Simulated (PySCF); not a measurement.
# Al2H4Cl2 (SMILES [AlH2-]1[Cl+][AlH2-][Cl+]1): levels of theory compared

Wanted: a comparison of 5 runs (HF/STO-3G, HF/6-31G*, HF/def2-TZVP, PBE/3-21G, B3LYP/6-31G*) of Al2H4Cl2. Input form: a Python script.

The calculation is run with PySCF 2.14.0.

**1. The system as given**

Al2H4Cl2: 8 atoms, total charge 0, spin state singlet. SMILES: `[AlH2-]1[Cl+][AlH2-][Cl+]1`. The shape is that of a PBE0-D4/def2-TZVP optimisation.

Bond lengths: Al1–Cl2 2.300 Å, Cl2–Al3 2.300 Å, Al1–Cl4 2.300 Å, Al3–Cl4 2.300 Å, Al1–H5 1.573 Å, Al1–H6 1.573 Å, Al3–H7 1.573 Å, Al3–H8 1.573 Å. Some angles: Al1–Cl2–Al3 89.2°, Cl2–Al1–Cl4 90.8°, Cl2–Al3–Cl4 90.8°, Al1–Cl4–Al3 89.2°, Cl2–Al1–H5 108.1°, Cl2–Al1–H6 108.1°, Cl4–Al1–H5 108.1°, Cl4–Al1–H6 108.2°, Cl2–Al3–H7 108.1°, Cl2–Al3–H8 108.2°.

**2. Energy and gradient at HF/STO-3G (run 1)**

Input file input.py:

```python
import pyscf.grad
from pyscf import gto

mol = gto.M(
    atom='''
Al    -0.642700     1.470000    -0.183400
Cl     1.320400     0.665200     0.704600
Al     0.642800    -1.470000     0.183200
Cl    -1.325100    -0.666000    -0.694700
H     -0.304000     2.211100    -1.528700
H     -1.534500     1.999500     0.999000
H      1.532800    -1.989800    -1.005000
H      0.310400    -2.220000     1.525100
''',
    basis='sto-3g',
    charge=0,
    max_memory=1860,
    verbose=4,
)

mf = mol.RHF()
mf.conv_tol = 1e-10
mf.kernel()
if not mf.converged:
    mf = mf.newton().run(mf.mo_coeff, mf.mo_occ)

e_tot = mf.e_tot
print(f'total energy: {e_tot:.8f} hartree')
grad = mf.Gradients().kernel()
mf.analyze()
```

Run with:

```console
$ OMP_NUM_THREADS=1 python input.py
```

Output:

```text
PySCF version 2.14.0

[... 70 lines left out ...]
Total Energy =                       -1389.739302938396122
[... 4 lines left out ...]
DFT Exchange-Correlation Energy =      -93.274649772819885
[... 6 lines left out ...]
MO #5   energy= -10.3535430612771  occ= 2
[... 4 lines left out ...]
MO #10  energy= -7.79436076942581  occ= 2
[... 4 lines left out ...]
MO #15  energy= -3.02923509689097  occ= 2
[... 4 lines left out ...]
MO #20  energy= -3.02687619388386  occ= 2
[... 4 lines left out ...]
MO #25  energy= -0.465232855903935 occ= 2
[... 4 lines left out ...]
MO #30  energy= -0.392517953804979 occ= 2
[... 4 lines left out ...]
MO #35  energy= 0.374711622280684  occ= 0
[... 4 lines left out ...]
MO #40  energy= 0.677637341607884  occ= 0
[... 12 lines left out ...]
pop of  1 Cl 2s           1.99986
pop of  1 Cl 3s           1.91326
pop of  1 Cl 2px          1.99984
pop of  1 Cl 2py          1.99980
pop of  1 Cl 2pz          1.99995
pop of  1 Cl 3px          1.79130
pop of  1 Cl 3py          1.71322
pop of  1 Cl 3pz          1.93822
pop of  2 Al 1s           2.00000
pop of  2 Al 2s           2.00000
pop of  2 Al 3s           0.94602
pop of  2 Al 2px          1.99864
pop of  2 Al 2py          1.99853
pop of  2 Al 2pz          1.99855
pop of  2 Al 3px          0.33470
pop of  2 Al 3py          0.34271
pop of  2 Al 3pz          0.60950
pop of  3 Cl 1s           2.00000
pop of  3 Cl 2s           1.99986
pop of  3 Cl 3s           1.91324
pop of  3 Cl 2px          1.99984
pop of  3 Cl 2py          1.99980
pop of  3 Cl 2pz          1.99995
pop of  3 Cl 3px          1.79019
pop of  3 Cl 3py          1.71309
pop of  3 Cl 3pz          1.93943
pop of  4 H 1s            1.20798
pop of  5 H 1s            1.20794
pop of  6 H 1s            1.20798
pop of  7 H 1s            1.20793
 ** Mulliken atomic charges  **
charge of    0Al =      0.77134
charge of    1Cl =     -0.35545
charge of    2Al =      0.77135
charge of    3Cl =     -0.35540
charge of    4H =     -0.20798
charge of    5H =     -0.20794
charge of    6H =     -0.20798
charge of    7H =     -0.20793
Dipole moment(X, Y, Z, Debye):  0.00340,  0.00029, -0.00793
```

Wall time 5.4 s (1 thread of Intel Xeon at 2.50GHz (Skylake/Cascade Lake), shared host); peak memory 0.12 GiB.

**3. Energy and gradient at HF/6-31G(d) (spherical functions) (run 2)**

Input file run.py:

```python
# [AlH2-]1[Cl+][AlH2-][Cl+]1
from pyscf import gto, scf

mol = gto.Mole()
mol.atom = '''
Al      -0.642700       1.470000      -0.183400
Cl       1.320400       0.665200       0.704600
Al       0.642800      -1.470000       0.183200
Cl      -1.325100      -0.666000      -0.694700
H       -0.304000       2.211100      -1.528700
H       -1.534500       1.999500       0.999000
H        1.532800      -1.989800      -1.005000
H        0.310400      -2.220000       1.525100
'''
mol.max_memory = 1860
mol.basis = '6-31g*'
mol.verbose = 4
mol.spin = 0
mol.build()

mf = scf.RHF(mol)
mf.conv_tol = 1e-10
mf.kernel()
if not mf.converged:
    mf = mf.newton().run(mf.mo_coeff, mf.mo_occ)

e_tot = mf.e_tot
print(f'total energy: {e_tot:.8f} hartree')
grad = mf.nuc_grad_method().kernel()
dip = mf.dip_moment()
pop, q = mf.mulliken_pop()
```

Run with:

```console
$ OMP_NUM_THREADS=1 python run.py
```

Output:

```text
PySCF version 2.14.0

[... 60 lines left out ...]
converged SCF energy = -1405.24195926125
total energy: -1405.24195926 hartree
[... 11 lines left out ...]
Dipole moment(X, Y, Z, Debye): -0.00055, -0.00037,  0.00010
[... 50 lines left out ...]
pop of  2 Al 3dxy         0.03650
pop of  2 Al 3dyz         0.05367
pop of  2 Al 3dz^2        0.04120
pop of  2 Al 3dxz         0.05142
pop of  2 Al 3dx2-y2      0.04007
pop of  3 Cl 1s           1.99969
pop of  3 Cl 2s           1.99834
pop of  3 Cl 3s           1.34479
pop of  3 Cl 4s           0.61861
pop of  3 Cl 2px          1.99375
pop of  3 Cl 2py          1.99335
pop of  3 Cl 2pz          1.99435
pop of  3 Cl 3px          1.20630
pop of  3 Cl 3py          1.17609
pop of  3 Cl 3pz          1.26398
pop of  3 Cl 4px          0.58010
pop of  3 Cl 4py          0.54484
pop of  3 Cl 4pz          0.65203
pop of  3 Cl 3dxy         0.00318
pop of  3 Cl 3dyz         0.00161
pop of  3 Cl 3dz^2        0.00148
pop of  3 Cl 3dxz         0.00256
pop of  3 Cl 3dx2-y2      0.00398
pop of  4 H 1s            0.47841
pop of  4 H 2s            0.66507
pop of  5 H 1s            0.47840
pop of  5 H 2s            0.66511
pop of  6 H 1s            0.47838
pop of  6 H 2s            0.66512
pop of  7 H 1s            0.47841
pop of  7 H 2s            0.66510
 ** Mulliken atomic charges  **
charge of    0Al =      0.66606
charge of    1Cl =     -0.37911
charge of    2Al =      0.66609
charge of    3Cl =     -0.37904
charge of    4H =     -0.14348
charge of    5H =     -0.14352
charge of    6H =     -0.14350
charge of    7H =     -0.14350
```

Run time: 38 s. Hardware: 1 thread of Intel Xeon at 2.50GHz (Skylake/Cascade Lake), shared host; peak memory 0.16 GiB.

Runs 3 to 4 aren't shown in full; the table further down has their settings and results.

**4. Energy and gradient at B3LYP/6-31G(d) (spherical functions) (run 5)**

Input file geometry.xyz:

```xyz
8

Al    -0.642700     1.470000    -0.183400
Cl     1.320400     0.665200     0.704600
Al     0.642800    -1.470000     0.183200
Cl    -1.325100    -0.666000    -0.694700
H     -0.304000     2.211100    -1.528700
H     -1.534500     1.999500     0.999000
H      1.532800    -1.989800    -1.005000
H      0.310400    -2.220000     1.525100
```

Input file input.py:

```python
import pyscf.grad
from pyscf import gto, dft

mol = gto.M(
    atom='geometry.xyz',
    spin=0,
    basis='6-31g*',
    max_memory=1860,
    verbose=3,
)

myscf = dft.RKS(mol)
myscf.xc = 'b3lyp'
myscf.grids.level = 5
myscf.conv_tol = 1e-10
myscf.kernel()
if not myscf.converged:
    myscf = myscf.newton().run(myscf.mo_coeff, myscf.mo_occ)

e_tot = myscf.e_tot
print('E(%s) = %.9f' % ('B3LYP', e_tot))
grad = myscf.Gradients().kernel()
dip = myscf.dip_moment()
pop, q = myscf.mulliken_pop()
```

Run with:

```console
$ OMP_NUM_THREADS=1 python input.py
```

Output:

```text
converged SCF energy = -1407.80072671421
E(B3LYP) = -1407.800726714
--------------- RKS gradients ---------------
         x                y                z
0 Al     0.0027996221    -0.0064352518     0.0008041254
1 Cl    -0.0045123541    -0.0022664290    -0.0023925133
2 Al    -0.0028370602     0.0064278648    -0.0007719341
3 Cl     0.0045300873     0.0022799676     0.0023884039
4 H    -0.0002903988     0.0000143387     0.0005376330
5 H     0.0002411194     0.0001048831    -0.0005526201
6 H    -0.0002211430    -0.0001191095     0.0005299091
7 H     0.0002902049    -0.0000063528    -0.0005430384
----------------------------------------------
Dipole moment(X, Y, Z, Debye): -0.00092, -0.00041,  0.00099
 ** Mulliken pop  **
pop of  0 Al 1s           1.99973
pop of  0 Al 2s           1.99606
pop of  0 Al 3s           0.89336
pop of  0 Al 4s           0.14440
pop of  0 Al 2px          1.98676
pop of  0 Al 2py          1.98652
pop of  0 Al 2pz          1.98930
pop of  0 Al 3px          0.33144
pop of  0 Al 3py          0.34510
pop of  0 Al 3pz          0.58132
pop of  0 Al 4px          0.02689
pop of  0 Al 4py          0.00395
pop of  0 Al 4pz          0.12514
pop of  0 Al 3dxy         0.03548
pop of  0 Al 3dyz         0.04808
pop of  0 Al 3dz^2        0.03584
pop of  0 Al 3dxz         0.04430
pop of  0 Al 3dx2-y2      0.03796
pop of  1 Cl 1s           1.99964
pop of  1 Cl 2s           1.99706
pop of  1 Cl 3s           1.40654
pop of  1 Cl 4s           0.54248
pop of  1 Cl 2px          1.99093
pop of  1 Cl 2py          1.99035
pop of  1 Cl 2pz          1.99170
pop of  1 Cl 3px          1.21900
pop of  1 Cl 3py          1.18711
pop of  1 Cl 3pz          1.28005
pop of  1 Cl 4px          0.52692
pop of  1 Cl 4py          0.48325
pop of  1 Cl 4pz          0.61184
pop of  1 Cl 3dxy         0.00305
pop of  1 Cl 3dyz         0.00178
pop of  1 Cl 3dz^2        0.00149
pop of  1 Cl 3dxz         0.00253
pop of  1 Cl 3dx2-y2      0.00363
pop of  2 Al 1s           1.99973
pop of  2 Al 2s           1.99606
pop of  2 Al 3s           0.89336
pop of  2 Al 4s           0.14440
pop of  2 Al 2px          1.98675
pop of  2 Al 2py          1.98653
pop of  2 Al 2pz          1.98931
pop of  2 Al 3px          0.33064
pop of  2 Al 3py          0.34541
pop of  2 Al 3pz          0.58177
pop of  2 Al 4px          0.02642
pop of  2 Al 4py          0.00415
pop of  2 Al 4pz          0.12542
pop of  2 Al 3dxy         0.03522
pop of  2 Al 3dyz         0.04830
pop of  2 Al 3dz^2        0.03578
pop of  2 Al 3dxz         0.04415
pop of  2 Al 3dx2-y2      0.03820
pop of  3 Cl 1s           1.99964
pop of  3 Cl 2s           1.99706
pop of  3 Cl 3s           1.40654
pop of  3 Cl 4s           0.54246
pop of  3 Cl 2px          1.99092
pop of  3 Cl 2py          1.99035
pop of  3 Cl 2pz          1.99171
pop of  3 Cl 3px          1.21853
pop of  3 Cl 3py          1.18707
pop of  3 Cl 3pz          1.28057
pop of  3 Cl 4px          0.52615
pop of  3 Cl 4py          0.48314
pop of  3 Cl 4pz          0.61264
pop of  3 Cl 3dxy         0.00307
pop of  3 Cl 3dyz         0.00176
pop of  3 Cl 3dz^2        0.00150
pop of  3 Cl 3dxz         0.00250
pop of  3 Cl 3dx2-y2      0.00365
pop of  4 H 1s            0.49489
pop of  4 H 2s            0.57962
pop of  5 H 1s            0.49488
pop of  5 H 2s            0.57967
pop of  6 H 1s            0.49487
pop of  6 H 2s            0.57967
pop of  7 H 1s            0.49489
pop of  7 H 2s            0.57965
 ** Mulliken atomic charges  **
charge of    0Al =      0.38837
charge of    1Cl =     -0.23935
charge of    2Al =      0.38840
charge of    3Cl =     -0.23928
charge of    4H =     -0.07451
charge of    5H =     -0.07455
charge of    6H =     -0.07454
charge of    7H =     -0.07454
```

Run time: 59 s. Hardware: 1 thread of Intel Xeon at 2.50GHz (Skylake/Cascade Lake), shared host; peak memory 0.78 GiB.

**5. Overview of the runs**

```tsv
run	level	integration grid	energy (Eh)	dipole moment (D)	HOMO energy (eV)	LUMO energy (eV)	wall time
1	HF/STO-3G	–	-1389.739303	0.01	-9.63	9.16	5.4 s
2	HF/6-31G* (spherical functions)	–	-1405.241959	0.00	-11.59	1.90	38 s
3	HF/def2-TZVP	–	-1405.358828	0.00	-11.55	1.98	2.1 min
4	PBE/3-21G	5	-1399.973334	0.00	-7.34	-1.86	26 s
5	B3LYP/6-31G* (spherical functions)	5	-1407.800727	0.00	-8.21	-1.04	59 s
```

**6. Outcome**

```
                       quantity           value
            run 5: total energy  -1407.80073 Eh
           run 5: dipole moment          0.00 D
             run 5: HOMO energy        -8.21 eV
             run 5: LUMO energy        -1.04 eV
           run 5: HOMO–LUMO gap         7.17 eV
run 5: largest force on an atom      0.363 eV/Å
```

In words: The HOMO–LUMO gap runs from 5.49 eV (PBE/3-21G) to 18.79 eV (HF/STO-3G). The two ends differ in method and basis. Totals of different functionals can't be ranked against each other. In run 1 the basis is minimal, so the values are rough. All runs together took 4.2 min, the longest 2.1 min.
